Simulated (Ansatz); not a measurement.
# Alloy of ZnGa2O4 and ZnAl2O4 (8 of 16 Ga sites exchanged), 56 atoms, part 1 of 2

Aim: relax the alloy cell and compare the gap by PBEsol and HSE06.

Program: Ansatz 0.2.0, PAW, plane waves. These are calculated values, not measurements.

### Step 1. The starting cell

56 atoms (8 Zn, 8 Al, 32 O, 8 Ga); a = 8.215 Å, b = 8.215 Å, c = 8.215 Å, α = 90.00°, β = 90.00°, γ = 90.00°. All atoms were shaken off their sites by about 0.02 Å along each axis.

Plan of the steps: (2) PBEsol cell relaxation at the single k point (¼, ¼, ¼), on 1 × NVIDIA H100 80GB HBM3 with 2 threads of AMD EPYC 7R13; (3) HSE06 single point at the Γ point alone, on 1 × NVIDIA H100 80GB HBM3 with 2 threads of AMD EPYC 7R13.

### Step 2. PBEsol relaxation of the cell and the positions

in.yaml reads:

```yaml
crystal:
  lattice:
    - [8.215412, 0.000000, 0.000000]
    - [0.000000, 8.215412, 0.000000]
    - [0.000000, 0.000000, 8.215412]
  atoms:
    - { symbol: Zn, position: [0.876530, 0.374217, 0.373558] }
    - { symbol: Zn, position: [0.377184, 0.879176, 0.375122] }
    - { symbol: Zn, position: [0.379581, 0.379212, 0.873491] }
    - { symbol: Zn, position: [0.122781, 0.131109, 0.119172] }
    - { symbol: Zn, position: [0.878446, 0.875140, 0.876002] }
    - { symbol: Zn, position: [0.626438, 0.622528, 0.123874] }
    - { symbol: Zn, position: [0.627503, 0.123304, 0.620057] }
    - { symbol: Zn, position: [0.124817, 0.626009, 0.627188] }
    - { symbol: Al, position: [0.503679, 0.999792, 0.004424] }
    - { symbol: Al, position: [0.751373, 0.003280, 0.251565] }
    - { symbol: Al, position: [0.000919, 0.997670, 0.502173] }
    - { symbol: Al, position: [0.252383, 0.253052, 0.496734] }
    - { symbol: Al, position: [0.248633, 0.497042, 0.248338] }
    - { symbol: Al, position: [0.250464, 0.000857, 0.748610] }
    - { symbol: Al, position: [0.998499, 0.745076, 0.251992] }
    - { symbol: Al, position: [0.499575, 0.750205, 0.754310] }
    - { symbol: O, position: [0.510636, 0.013225, 0.239300] }
    - { symbol: O, position: [0.735695, 0.237232, 0.237570] }
    - { symbol: O, position: [0.516741, 0.235232, 0.012771] }
    - { symbol: O, position: [0.737728, 0.011209, 0.011408] }
    - { symbol: O, position: [0.006780, 0.515173, 0.239063] }
    - { symbol: O, position: [0.237685, 0.736285, 0.236309] }
    - { symbol: O, position: [0.009547, 0.738448, 0.009521] }
    - { symbol: O, position: [0.238519, 0.510591, 0.007487] }
    - { symbol: O, position: [0.011263, 0.017151, 0.741929] }
    - { symbol: O, position: [0.236668, 0.238334, 0.738164] }
    - { symbol: O, position: [0.013075, 0.236052, 0.513218] }
    - { symbol: O, position: [0.237452, 0.011415, 0.513579] }
    - { symbol: O, position: [0.260567, 0.262567, 0.264142] }
    - { symbol: O, position: [0.485444, 0.486166, 0.260226] }
    - { symbol: O, position: [0.490183, 0.265684, 0.484937] }
    - { symbol: O, position: [0.263780, 0.486434, 0.482883] }
    - { symbol: O, position: [0.511698, 0.514265, 0.741792] }
    - { symbol: O, position: [0.735596, 0.741863, 0.739624] }
    - { symbol: O, position: [0.512403, 0.738255, 0.513730] }
    - { symbol: O, position: [0.740488, 0.509842, 0.513390] }
    - { symbol: O, position: [0.762284, 0.760162, 0.265349] }
    - { symbol: O, position: [0.989940, 0.985211, 0.262047] }
    - { symbol: O, position: [0.989791, 0.765764, 0.491029] }
    - { symbol: O, position: [0.760699, 0.987161, 0.486509] }
    - { symbol: O, position: [0.765698, 0.258799, 0.765416] }
    - { symbol: O, position: [0.987034, 0.484722, 0.755171] }
    - { symbol: O, position: [0.986219, 0.262619, 0.991119] }
    - { symbol: O, position: [0.766271, 0.487588, 0.984206] }
    - { symbol: O, position: [0.263000, 0.763763, 0.764500] }
    - { symbol: O, position: [0.485156, 0.987524, 0.766927] }
    - { symbol: O, position: [0.487746, 0.758040, 0.987280] }
    - { symbol: O, position: [0.259115, 0.983063, 0.983475] }
    - { symbol: Ga, position: [0.747916, 0.247679, 0.996534] }
    - { symbol: Ga, position: [0.995945, 0.497284, 0.005639] }
    - { symbol: Ga, position: [0.252865, 0.749532, 0.999395] }
    - { symbol: Ga, position: [0.496005, 0.497586, 0.494869] }
    - { symbol: Ga, position: [0.502530, 0.246590, 0.252068] }
    - { symbol: Ga, position: [0.751059, 0.750528, 0.501581] }
    - { symbol: Ga, position: [0.748660, 0.505111, 0.749525] }
    - { symbol: Ga, position: [0.999486, 0.251808, 0.746661] }
  symmetry: { detect: false }
kpoints:
  mp_grid: { grid: [1, 1, 1], shift: [0.25, 0.25, 0.25] }
hamiltonian:
  xc: pbesol
scf:
  occupations: { method: fermi_dirac, width: 0.01 }
relax:
  f_tol: 0.03
  max_steps: 80
  escape_saddle: false
  adjacent_minimum: "off"
  cell: { fix: [shape] }
output:
  forces: true
  eigenvalues: true
  populations: true
```

Command:

```console
> ansatz run in.yaml --threads 2 --pin off --max-ram 30400MiB --runs-dir r --events-out ev --progress --plain --backend cuda --devices 0, --max-vram 18GiB
```

Output:

```text
Pseudopotentials: kind: paw
Functional definition: PBEsol
  exchange = pbesol_x
  correlation = pbesol_c
Crystal: 56 atoms, lattice volume = 554.483 Å³
Basis set: ecut = 420 eV, 10827 PW (Γ), exchange–correlation on 120×120×120 points (8 copies of the dense FFT grid, shifted against one another)
Bands: 264, of which v1, the nominal top of the filled ones, is band 208 counted from 1 (207 counted from 0)
Symmetry: 1 space group operations
k-points: 1
Non-local potential: Zn, projectors of the file, l = 0: 2, l = 1: 2, l = 2: 3, l = 3: 1
Non-local potential: Al, projectors of the file, l = 0: 2, l = 1: 2, l = 2: 1
Non-local potential: O, projectors of the file, l = 0: 2, l = 1: 2, l = 2: 1
Non-local potential: Ga, projectors of the file, l = 0: 2, l = 1: 2, l = 2: 3, l = 3: 1
PAW form: soft (Blöchl's): semilocal exchange-correlation on the pseudo side does not see the compensation charge
PAW frozen core: Zn, regenerated for the run's functional, and the local potential with it (the file was generated under x = pbe(κ = 0.804, μ = 0.2195149727645171), c = pbe(β = 0.06672455060314922))
PAW frozen core: Al, regenerated for the run's functional, and the local potential with it (the file was generated under x = pbe(κ = 0.804, μ = 0.2195149727645171), c = pbe(β = 0.06672455060314922))
PAW frozen core: O, regenerated for the run's functional, and the local potential with it (the file was generated under x = pbe(κ = 0.804, μ = 0.2195149727645171), c = pbe(β = 0.06672455060314922))
PAW frozen core: Ga, regenerated for the run's functional, and the local potential with it (the file was generated under x = pbe(κ = 0.804, μ = 0.2195149727645171), c = pbe(β = 0.06672455060314922))
PAW one-centre angular grid: Zn, 590 points (default); XC on 64 Gauss nodes
PAW one-centre angular grid: Al, 110 points (default); XC on 64 Gauss nodes
PAW one-centre angular grid: O, 110 points (default); XC on 64 Gauss nodes
PAW one-centre angular grid: Ga, 590 points (default); XC on 64 Gauss nodes
Initial density: superposition of atomic densities (neutral atoms: chi_scale 0, normalization atom), corrected by the library's trained network
Initial wavefunctions: pseudopotential atomic-orbital guess
Functional: x = pbesol(κ = 0.804, μ = 0.12345679012345678), c = pbesol(β = 0.046)
SCF iter   1: F=—  HF=-78380.392427 eV  |F-HF|=—  |Δ(HF+E_count)|=         —  Δρ=1.65e-2  dr2=1.16e0  ethr=1.77e-3  ⟨swp⟩=6.0  Hψ=1066  notcnv=0  defer=20
preconditioner: auto → Resta (q_TF=auto, 2.601 Å⁻¹)  ε∞=4.9  [insulator: Δε(μ)=4.238 eV  Ē_g=16.226 eV  σ=0.010 eV  W_gap=1.00  n_scr=170 (ndim 8)  ℏωp=32.2 eV  f_vac=0.003  D(μ)=0.00/eV (n_scr^D=0)  ε∞_Penn≈4.9]
SCF iter   2: F=—  HF=-78380.055389 eV  |F-HF|=—  |Δ(HF+E_count)|=   3.37e-1  Δρ=2.19e-3  dr2=1.62e-2  ethr=2.78e-4  ⟨swp⟩=3.0  Hψ=516  notcnv=0  defer=52
SCF iter   3: F=—  HF=-78380.055302 eV  |F-HF|=—  |Δ(HF+E_count)|=   8.60e-5  Δρ=1.22e-3  dr2=5.78e-3  ethr=3.90e-6  ⟨swp⟩=2.0  Hψ=392  notcnv=0  defer=52
SCF iter   4: F=—  HF=-78380.056428 eV  |F-HF|=—  |Δ(HF+E_count)|=   1.13e-3  Δρ=5.16e-4  dr2=9.45e-4  ethr=1.39e-6  ⟨swp⟩=2.0  Hψ=392  notcnv=0  defer=52
SCF iter   5: F=—  HF=-78380.054290 eV  |F-HF|=—  |Δ(HF+E_count)|=   2.14e-3  Δρ=1.23e-4  dr2=8.14e-5  ethr=2.27e-7  ⟨swp⟩=2.0  Hψ=388  notcnv=0  defer=52
SCF iter   6: F=—  HF=-78380.056998 eV  |F-HF|=—  |Δ(HF+E_count)|=   2.71e-3  Δρ=9.38e-5  dr2=2.94e-5  ethr=1.96e-8  ⟨swp⟩=2.0  Hψ=388  notcnv=0  defer=52
SCF iter   7: F=—  HF=-78380.056997 eV  |F-HF|=—  |Δ(HF+E_count)|=   1.51e-6  Δρ=1.73e-5  dr2=9.74e-7  ethr=7.06e-9  ⟨swp⟩=2.0  Hψ=388  notcnv=0  defer=52
SCF iter   8: F=—  HF=-78380.056997 eV  |F-HF|=—  |Δ(HF+E_count)|=   5.24e-7  Δρ=8.27e-6  dr2=3.17e-7  ethr=2.40e-11  ⟨swp⟩=13.0  Hψ=1371  notcnv=0
SCF iter   9: F=-78380.056997 eV  HF=-78380.056997 eV  |F-HF|=1.46e-8  |Δ(HF+E_count)|=   4.61e-8  Δρ=3.23e-6  dr2=4.93e-8  ethr=2.40e-11  ⟨swp⟩=2.0  Hψ=868  notcnv=0
SCF 1 converged in 9 iterations: F = -78380.056997 eV  dr2 = 4.93e-8
relax step   1: F+E_penalty+E_count = -78380.05699742 eV  Δ(F+E_penalty+E_count) = +0.000e0 eV  max|allowed force component| = 1.265e0 eV/Å  Δτ_max = 0.0000 Å  P = +1.200 GPa  Ω = 554.483 Å³  fix = [alpha, beta, gamma, b/a, c/a]  reactions: b/a +0.168, c/a -0.077 GPa; alpha +0.482, beta +0.675, gamma +0.112 GPa/rad  (9 SCF iters, dr2 threshold 1.00e-7 eV, accepted)
Crystal: 56 atoms, lattice volume = 555.602 Å³
Initial density: handed on by an earlier stage of this run
Initial wavefunctions: those handed on with the density
iter 1 solved again at ethr=2.88e-5 eV; its pass at ethr=3.10e-3 eV (dr2=1.20e-1 eV) is discarded
SCF iter   1: F=—  HF=-78381.090717 eV  |F-HF|=—  |Δ(HF+E_count)|=         —  Δρ=6.05e-3  dr2=1.22e-1  ethr=2.88e-5  ⟨swp⟩=6.0  Hψ=1010  notcnv=0
preconditioner: auto → Resta (q_TF=auto, 2.600 Å⁻¹)  ε∞=4.9  [insulator: Δε(μ)=4.313 eV  Ē_g=16.262 eV  σ=0.010 eV  W_gap=1.00  n_scr=170 (ndim 8)  ℏωp=32.1 eV  f_vac=0.002  D(μ)=0.00/eV (n_scr^D=0)  ε∞_Penn≈4.9]
SCF iter   2: F=—  HF=-78381.062000 eV  |F-HF|=—  |Δ(HF+E_count)|=   2.87e-2  Δρ=2.90e-3  dr2=2.86e-2  ethr=2.88e-5  ⟨swp⟩=4.0  Hψ=512  notcnv=0
SCF iter   3: F=—  HF=-78381.056250 eV  |F-HF|=—  |Δ(HF+E_count)|=   5.75e-3  Δρ=8.99e-4  dr2=4.09e-3  ethr=6.88e-6  ⟨swp⟩=4.0  Hψ=523  notcnv=0
SCF iter   4: F=—  HF=-78381.055973 eV  |F-HF|=—  |Δ(HF+E_count)|=   2.77e-4  Δρ=2.41e-4  dr2=3.90e-4  ethr=9.84e-7  ⟨swp⟩=2.0  Hψ=497  notcnv=0
SCF iter   5: F=—  HF=-78381.055933 eV  |F-HF|=—  |Δ(HF+E_count)|=   3.95e-5  Δρ=1.59e-4  dr2=1.05e-4  ethr=9.37e-8  ⟨swp⟩=2.0  Hψ=421  notcnv=0
SCF iter   6: F=—  HF=-78381.055888 eV  |F-HF|=—  |Δ(HF+E_count)|=   4.54e-5  Δρ=3.61e-5  dr2=9.72e-6  ethr=2.54e-8  ⟨swp⟩=2.0  Hψ=440  notcnv=0
SCF iter   7: F=-78381.055884 eV  HF=-78381.055888 eV  |F-HF|=4.03e-6  |Δ(HF+E_count)|=   6.04e-7  Δρ=2.83e-5  dr2=3.61e-6  ethr=1.35e-9  ⟨swp⟩=8.0  Hψ=1178  notcnv=0
SCF 2 converged in 7 iterations: F = -78381.055884 eV  dr2 = 3.61e-6
relax step   2: F+E_penalty+E_count = -78381.05588417 eV  Δ(F+E_penalty+E_count) = -9.989e-1 eV  max|allowed force component| = 6.746e-1 eV/Å  Δτ_max = 0.0654 Å  P = +0.093 GPa  Ω = 555.602 Å³  energy of the carried Pulay correction = -6.013e-3 eV  fix = [alpha, beta, gamma, b/a, c/a]  reactions: b/a +0.118, c/a -0.038 GPa; alpha +0.392, beta +0.716, gamma -0.019 GPa/rad  (7 SCF iters, dr2 thresho [...]
Crystal: 56 atoms, lattice volume = 555.125 Å³
[... from here the SCF cycle lines were not kept, up to the last twenty ...]
preconditioner: auto → Resta (q_TF=auto, 2.600 Å⁻¹)  ε∞=4.9  [insulator: Δε(μ)=4.265 eV  Ē_g=16.285 eV  σ=0.010 eV  W_gap=1.00  n_scr=170 (ndim 8)  ℏωp=32.1 eV  f_vac=0.003  D(μ)=0.00/eV (n_scr^D=0)  ε∞_Penn≈4.9]
SCF 3 converged in 8 iterations: F = -78381.535544 eV  dr2 = 3.50e-7
relax step   3: F+E_penalty+E_count = -78381.53554417 eV  Δ(F+E_penalty+E_count) = -4.797e-1 eV  max|allowed force component| = 5.387e-2 eV/Å  Δτ_max = 0.0764 Å  P = -0.160 GPa  Ω = 555.125 Å³  energy of the carried Pulay correction = -3.453e-3 eV  fix = [alpha, beta, gamma, b/a, c/a]  reactions: b/a -0.006, c/a +0.010 GPa; alpha +0.207, beta +0.713, gamma -0.169 GPa/rad  (8 SCF iters, dr2 thresho [...]
[... 10 lines left out ...]
relax step   4: F+E_penalty+E_count = -78381.54023299 eV  Δ(F+E_penalty+E_count) = -4.689e-3 eV  max|allowed force component| = 1.423e-2 eV/Å  Δτ_max = 0.0070 Å  P = -0.016 GPa  Ω = 554.726 Å³  energy of the carried Pulay correction = -1.306e-3 eV  fix = [alpha, beta, gamma, b/a, c/a]  reactions: b/a -0.003, c/a -0.000 GPa; alpha +0.187, beta +0.668, gamma -0.183 GPa/rad  (6 SCF iters, dr2 thresho [...]
Initial wavefunctions: pseudopotential atomic-orbital guess (no wavefunctions were taken with the density)
iter 1 solved again at ethr=8.65e-8 eV; its pass at ethr=3.10e-3 eV (dr2=3.60e-4 eV) is discarded
SCF iter   1: F=—  HF=-78381.538841 eV  |F-HF|=—  |Δ(HF+E_count)|=         —  Δρ=9.56e-5  dr2=1.44e-6  ethr=8.65e-8  ⟨swp⟩=5.0  Hψ=1870  notcnv=0
preconditioner: auto → Resta (q_TF=auto, 2.601 Å⁻¹)  ε∞=4.9  [insulator: Δε(μ)=4.258 eV  Ē_g=16.294 eV  σ=0.010 eV  W_gap=1.00  n_scr=170 (ndim 8)  ℏωp=32.2 eV  f_vac=0.002  D(μ)=0.00/eV (n_scr^D=0)  ε∞_Penn≈4.9]
SCF iter   2: F=—  HF=-78381.540181 eV  |F-HF|=—  |Δ(HF+E_count)|=   1.34e-3  Δρ=4.84e-5  dr2=4.01e-7  ethr=3.45e-10  ⟨swp⟩=3.0  Hψ=473  notcnv=0
SCF iter   3: F=—  HF=-78381.540225 eV  |F-HF|=—  |Δ(HF+E_count)|=   4.45e-5  Δρ=1.77e-5  dr2=6.51e-8  ethr=9.65e-11  ⟨swp⟩=2.0  Hψ=396  notcnv=0
SCF iter   4: F=—  HF=-78381.540232 eV  |F-HF|=—  |Δ(HF+E_count)|=   6.87e-6  Δρ=6.00e-7  dr2=3.22e-9  ethr=1.57e-11  ⟨swp⟩=3.0  Hψ=441  notcnv=0
SCF iter   5: F=—  HF=-78381.540232 eV  |F-HF|=—  |Δ(HF+E_count)|=   3.81e-9  Δρ=5.33e-7  dr2=1.38e-9  ethr=1.00e-12  ⟨swp⟩=2.0  Hψ=440  notcnv=0
SCF iter   6: F=-78381.540232 eV  HF=-78381.540232 eV  |F-HF|=3.49e-10  |Δ(HF+E_count)|=  9.02e-10  Δρ=2.13e-7  dr2=2.56e-10  ethr=1.00e-12  ⟨swp⟩=3.0  Hψ=1038  notcnv=0
SCF 5 converged in 6 iterations: F = -78381.540232 eV  dr2 = 2.56e-10
relax step   5: F+E_penalty+E_count = -78381.54023205 eV  Δ(F+E_penalty+E_count) = +9.432e-7 eV  max|allowed force component| = 1.424e-2 eV/Å  Δτ_max = 0.0000 Å  P = -0.002 GPa  Ω = 554.726 Å³  fix = [alpha, beta, gamma, b/a, c/a]  reactions: b/a -0.002, c/a -0.001 GPa; alpha +0.176, beta +0.657, gamma -0.193 GPa/rad  stress off target by 2.27e-3 GPa on what of the cell is left free  SCF on the ba [...]
SCF converged after 6 iterations
Free energy (F): -78381.540232 eV
Harris-Foulkes:  -78381.540232 eV  (|F-HF|=3.49e-10)
Internal energy: -78381.540232 eV  (E = F + TS)
E sigma→0 (E₀):  -78381.540232 eV
Fermi energy:    9.833836 eV
--- Per-component energies (eV) ---
  E_band       = 316.277090
  E_kinetic    = 7839.364198
  E_local      = -39948.063984  (includes V_loc(G=0)·N_el)
  E_nonlocal   = 10065.442927
  E_hartree    = 17157.551659
  E_xc         = -4284.461416
  E_vxc        = -4121.610928  (∫ρ·V_xc dr)
  E_paw        = -38559.654848  (= ΣΔE_a)
  E_vpaw       = -7834.035305  (= ΣTr[D̂ρ^β])
  E_aug_tail   = 0.076787  (compensation charges beyond the density's cutoff)
  E_ewald      = -30666.360543
  E_core_change = 14.564987  (= ΣΔE_core)
  E_smearing   = -0.000000  (= −TS)
  E_closure    = 0.000000  (closes the sum)
  Σ components = -78381.540232   (vs F -78381.540232, Δ=0.00e0)
--- Forces (eV/Å), atoms counted from 1 ---
  atom   1  Zn     0.00447966     0.01109115     0.00625390
  atom   2  Zn    -0.00172459    -0.00044487    -0.00024870
  atom   3  Zn    -0.00628650     0.00524300     0.00184794
  atom   4  Zn     0.00077816    -0.00989711    -0.00604946
  atom   5  Zn     0.00559207     0.00074240    -0.00061094
  atom   6  Zn     0.00020544     0.00092234    -0.00155404
  atom   7  Zn     0.00179805    -0.00750885     0.00328112
  atom   8  Zn    -0.00191721    -0.00132696     0.00374191
  atom   9  Al    -0.00394822    -0.00417385    -0.00742916
  atom  10  Al     0.00424115    -0.01424366     0.00005162
  atom  11  Al    -0.00054152    -0.00387835     0.00711941
  atom  12  Al    -0.01000441     0.00165819     0.00504334
  atom  13  Al    -0.00269937     0.00818362    -0.00109398
  atom  14  Al    -0.00566250    -0.00464357    -0.00398583
  atom  15  Al     0.00171229     0.00157201    -0.00070591
  atom  16  Al    -0.00017499     0.00322410     0.00153488
  atom  17  O     -0.00220563     0.00646107     0.00347329
  atom  18  O      0.00209396     0.00277510     0.00560317
  atom  19  O     -0.00003656    -0.00203624     0.00230092
  atom  20  O     -0.00122180     0.00927664     0.00241833
  atom  21  O     -0.00017387    -0.00671641    -0.00064054
  atom  22  O      0.00433869     0.00181439     0.00203258
  atom  23  O     -0.00039005     0.00069568     0.00269999
  atom  24  O      0.00251668    -0.00448391     0.00606112
  atom  25  O      0.00033186     0.00766411    -0.00311160
  atom  26  O      0.00255925    -0.00358197     0.00261184
  atom  27  O      0.00002916    -0.00285971     0.00091222
  atom  28  O      0.00617381     0.00067744    -0.00408309
  atom  29  O      0.00395272    -0.00516425     0.00043536
  atom  30  O      0.00186256    -0.00175808    -0.00119740
  atom  31  O      0.00125672    -0.00585345     0.00005413
  atom  32  O      0.00472461    -0.00178042    -0.00406981
  atom  33  O      0.00173717    -0.00374241    -0.00594124
  atom  34  O     -0.00365356     0.00092956     0.00278723
  atom  35  O     -0.00095476    -0.00014674    -0.00290293
  atom  36  O     -0.00291975    -0.00186560    -0.00530401
  atom  37  O     -0.00450859    -0.00003293     0.00235792
  atom  38  O     -0.00193416     0.00198206     0.00211203
  atom  39  O     -0.00054357     0.00355449    -0.00424387
  atom  40  O     -0.00076443     0.00643280    -0.01011136
  atom  41  O     -0.01275834    -0.00180231    -0.00417841
  atom  42  O     -0.00545528    -0.00436057     0.00131640
  atom  43  O     -0.00133146    -0.00022961     0.00371142
  atom  44  O     -0.00167644    -0.00264523     0.00409845
  atom  45  O      0.00343167    -0.00226326    -0.00327903
  atom  46  O     -0.00078803     0.00092370     0.00048012
  atom  47  O     -0.00092843     0.00504875     0.00437028
  atom  48  O      0.00581939     0.00363937     0.00297408
  atom  49  Ga     0.00279660    -0.00661343    -0.00528130
  atom  50  Ga     0.00663872     0.00638613    -0.00979519
  atom  51  Ga    -0.00436307     0.00032359    -0.00017481
  atom  52  Ga    -0.00183311     0.00810884     0.00444360
  atom  53  Ga    -0.00953478    -0.00024717    -0.00479961
  atom  54  Ga     0.00707288    -0.00235028     0.00300679
  atom  55  Ga     0.01073025     0.00547236     0.00081458
  atom  56  Ga     0.00409953     0.00181952     0.00080455
  max |Σ_I F_I| component: 3.81e-5 eV/Å
--- Stress (GPa, compression-positive) ---
        0.000665       0.193092      -0.657399
        0.193092      -0.004031      -0.176057
       -0.657399      -0.176057      -0.003454
  P = ⅓ Tr σ = -0.0023 GPa (-0.023 kbar)
--- Band table (eV) ---
  k-point 0: bands = [... 196 lower levels ..., "7.2493", "7.2639", "7.3046", "7.3462", "7.4114", "7.4333", "7.4682", "7.5547", "7.6085", "7.6422", "7.6751", "7.7045", "11.9626", "13.4408", "13.5656", "13.7787", "14.3314", "14.4062", "14.4306", "14.5470", "14.6156", "14.6750", "14.7579", "15.0309", ... 44 higher levels ...]
--- Relaxed structure (4 steps of the walk, 4 accepted, 1 SCFs on fresh bases) ---
  F+E_penalty+E_count = -78381.54023205 eV   max|allowed force component| = 1.424e-2 eV/Å   (the final SCF, on the basis selected at the relaxed cell)
  cell:  # Å, volume = 554.7255 Å³
    - [8.216610843559355, -2.216680483541845e-143, 3.7606043013373906e-143]
    - [-2.216680483541845e-143, 8.216610843559355, 1.3553011078082141e-143]
    - [3.7606043013373906e-143, 1.3553011078082141e-143, 8.216610843559355]
  atoms:
    - { symbol: Zn, position: [0.876949492162456, 0.3726155572534711, 0.3744265724595343] }
    - { symbol: Zn, position: [0.3733592221951179, 0.8763674233999453, 0.374611120746171] }
[... 54 atoms left out; the next input holds them all, rounded ...]
--- Löwdin populations: 56 sites ---
  site symbol       q [e]
     0     Zn     10.4961
     1     Zn     10.4979
     2     Zn     10.4964
     3     Zn     10.4972
     4     Zn     10.4968
     5     Zn     10.4960
     6     Zn     10.4965
     7     Zn     10.4964
     8     Al      1.8165
     9     Al      1.8142
    10     Al      1.8188
    11     Al      1.8137
    12     Al      1.8119
    13     Al      1.8160
    14     Al      1.8139
    15     Al      1.8125
    16      O      6.8425
    17      O      6.8030
    18      O      6.8023
    19      O      6.8421
    20      O      6.8422
    21      O      6.8432
    22      O      6.8021
    23      O      6.8016
    24      O      6.8414
    25      O      6.8408
    26      O      6.8420
    27      O      6.8807
    28      O      6.8419
    29      O      6.8031
    30      O      6.8029
    31      O      6.8417
    32      O      6.8033
    33      O      6.8032
    34      O      6.8057
    35      O      6.7626
    36      O      6.8409
    37      O      6.8801
    38      O      6.8433
    39      O      6.8403
    40      O      6.7644
    41      O      6.7657
    42      O      6.7649
    43      O      6.7633
    44      O      6.8429
    45      O      6.8801
    46      O      6.8406
    47      O      6.8404
    48     Ga     12.0776
    49     Ga     12.0808
    50     Ga     12.0831
    51     Ga     12.0832
    52     Ga     12.0807
    53     Ga     12.0815
    54     Ga     12.0741
    55     Ga     12.0797
  spilling = 0.006138 (of n_electrons = 416.000000)
```

Wall time 17 s (1 × NVIDIA H100 80GB HBM3 with 2 threads of AMD EPYC 7R13, shared host); peak host memory 1.3 GiB.

The walk (solves on a freshly chosen basis count as rows, and their energies jump a little):

```csv
accepted step,energy change (eV),largest force component (eV/Å),SCF cycles,pressure (GPa)
1,0.000,1.265,9,1.20
2,-0.999,0.675,7,0.09
3,-1.479,0.054,8,-0.16
4,-1.483,0.014,6,-0.02
5,-1.483,0.014,6,0.00
```

Largest shifts, less the median shift:

```csv
atom,shift (Å),dx,dy,dz
O25,0.138,0.057,-0.098,-0.078
Zn4,0.115,0.039,-0.086,0.066
O31,0.108,-0.075,-0.066,0.042
O24,0.101,0.020,-0.016,0.098
O17,0.099,0.045,-0.074,-0.048
O48,0.096,0.066,0.069,-0.002
O26,0.085,0.050,-0.050,-0.048
O19,0.085,-0.065,-0.047,-0.028
```

|  | before | after | change |
| --- | --- | --- | --- |
| a (Å) | 8.215 | 8.217 | +0.01 % |
| b (Å) | 8.215 | 8.217 | +0.01 % |
| c (Å) | 8.215 | 8.217 | +0.01 % |
| volume (Å³/atom) | 9.901 | 9.906 | +0.04 % |

Bonds in the relaxed cell, counted within a distance cut:

```csv
pair,count,mean (Å),spread (Å),least,most
Al–O,48,1.925,0.009,1.909,1.943
Ga–O,48,1.988,0.006,1.980,2.006
O–Zn,32,1.959,0.002,1.956,1.964
```

Spacing of the frontier levels at the single k point (¼, ¼, ¼): 4.26 eV (7.705 to 11.963 eV).

(Continued in part 2 of 2.)
